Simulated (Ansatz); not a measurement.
# FH₈N₃Si₂: up Jacob's ladder to CCSD(T)

An exercise on one series of results from a longer session: the logs are not shown, and one member is left open.

Method: functionals in def2-TZVPP, the program's frozen cores in correlated methods; program: Ansatz 0.2.0, Gaussian basis.

Levels to be run: PBE-D4, r2SCAN-D4, PBE0-D4, B3LYP-D4, ωB97X-V, ωB97M-V, B2PLYP; CCSD(T)/def2-TZVPP; MP2/def2-QZVPP; extrapolation to the limit.

## The geometry

An earlier PBE0-D4 in a triple-zeta def2 set relaxation fixed the geometry.

SMILES `N[SiH2]N[SiH](N)F`, 14 atoms, charge 0, spin multiplicity 1.

Atoms are counted from 1 here; the program's logs count them from 0.

Bond lengths: N1–Si2 1.727 Å, N1–H7 1.009 Å, N1–H8 1.009 Å, Si2–N3 1.724 Å, Si2–H9 1.491 Å, Si2–H10 1.485 Å, N3–Si4 1.712 Å, N3–H11 1.010 Å, Si4–N5 1.688 Å, Si4–F6 1.602 Å, Si4–H12 1.481 Å, N5–H13 1.009 Å, N5–H14 1.004 Å. Angles: Si2–N1–H7 119.4°, Si2–N1–H8 117.8°, H7–N1–H8 110.4°, N1–Si2–N3 109.8°, N1–Si2–H9 114.9°, N1–Si2–H10 104.2°, N3–Si2–H9 104.7°, N3–Si2–H10 114.1°, H9–Si2–H10 109.5°, Si2–N3–Si4 128.7°, Si2–N3–H11 115.1°, Si4–N3–H11 116.2°, N3–Si4–N5 106.7°, N3–Si4–F6 113.6°, N3–Si4–H12 108.7°, N5–Si4–F6 107.9°, N5–Si4–H12 117.5°, F6–Si4–H12 102.8° and more.

Coordinates:

| atom | x (Å) | y (Å) | z (Å) |
| --- | --- | --- | --- |
| N1 | -0.4814 | 0.3044 | -1.9037 |
| Si2 | -0.0675 | 1.3982 | -0.6327 |
| N3 | -0.4398 | 0.6882 | 0.8940 |
| Si4 | 0.1393 | -0.7775 | 1.5618 |
| N5 | 0.6443 | -1.7349 | 0.2663 |
| F6 | 1.3883 | -0.5836 | 2.5468 |
| H7 | -1.4523 | 0.0904 | -2.0758 |
| H8 | 0.0218 | 0.3824 | -2.7745 |
| H9 | -0.8186 | 2.6856 | -0.6447 |
| H10 | 1.3780 | 1.6656 | -0.8397 |
| H11 | -1.0618 | 1.2282 | 1.4778 |
| H12 | -0.9008 | -1.3338 | 2.4582 |
| H13 | 0.3399 | -1.5314 | -0.6737 |
| H14 | 1.3108 | -2.4818 | 0.3400 |

Set-up of the first run:

Input file in.yaml:

```yaml
crystal:
  periodic: [false, false, false]
  atoms:
    - {symbol: N, position_ang: [-0.481406, 0.304422, -1.903679]}
    - {symbol: Si, position_ang: [-0.067537, 1.398191, -0.632680]}
    - {symbol: N, position_ang: [-0.439818, 0.688238, 0.893983]}
    - {symbol: Si, position_ang: [0.139290, -0.777453, 1.561836]}
    - {symbol: N, position_ang: [0.644321, -1.734941, 0.266255]}
    - {symbol: F, position_ang: [1.388275, -0.583591, 2.546790]}
    - {symbol: H, position_ang: [-1.452337, 0.090366, -2.075844]}
    - {symbol: H, position_ang: [0.021816, 0.382389, -2.774468]}
    - {symbol: H, position_ang: [-0.818607, 2.685605, -0.644727]}
    - {symbol: H, position_ang: [1.378011, 1.665551, -0.839728]}
    - {symbol: H, position_ang: [-1.061841, 1.228205, 1.477804]}
    - {symbol: H, position_ang: [-0.900824, -1.333773, 2.458182]}
    - {symbol: H, position_ang: [0.339858, -1.531380, -0.673746]}
    - {symbol: H, position_ang: [1.310787, -2.481830, 0.340002]}
basis:
  gaussian: {orbitals: def2-TZVPP}
hamiltonian: {xc: pbe, dispersion: d4}
output: {forces: true, orbitals: {seedname: orbitals}}
```

Run with:

```bash
ansatz run in.yaml --threads 2 --pin off --events-out ev --progress --plain --max-ram 22528MiB --backend cuda --devices 0, --max-vram 18GiB
```

Steps of the session up to this table: PBE-D4 (GGA); r2SCAN-D4 (meta-GGA); PBE0-D4 (hybrid); B3LYP-D4 (hybrid); ωB97X-V (range-separated); ωB97M-V (range-separated); B2PLYP (double hybrid); CCSD(T) in def2-TZVPP; MP2 in def2-QZVPP.

One table of the session follows, with a row left open; its other results are not shown here.

```
            method  atomisation energy (kcal/mol)
            PBE-D4                         1215.2
         r2SCAN-D4                         1197.7
           PBE0-D4                         1193.7
          B3LYP-D4                         1208.8
           ωB97X-V                         1213.7
           ωB97M-V                         1212.2
            B2PLYP                         1192.5
     HF/def2-TZVPP                          846.1
    MP2/def2-TZVPP                         1184.3
   CCSD/def2-TZVPP                         1150.9
CCSD(T)/def2-TZVPP                              ?
           MP2/CBS                         1225.9
       CCSD(T)/CBS                         1209.1
```

**Question.** Estimate the row for CCSD(T)/def2-TZVPP.

As computed: atomisation energy (kcal/mol): 1167.5. In the column «atomisation energy (kcal/mol)» it lies between CCSD/def2-TZVPP (1150.9) and MP2/def2-TZVPP (1184.3).

Limits of these values: Free atoms (3 N, 2 Si, 1 F, 8 H) were run apart at each level; the atomisation energy is their sum less the molecule, without zero-point or spin-orbit terms.
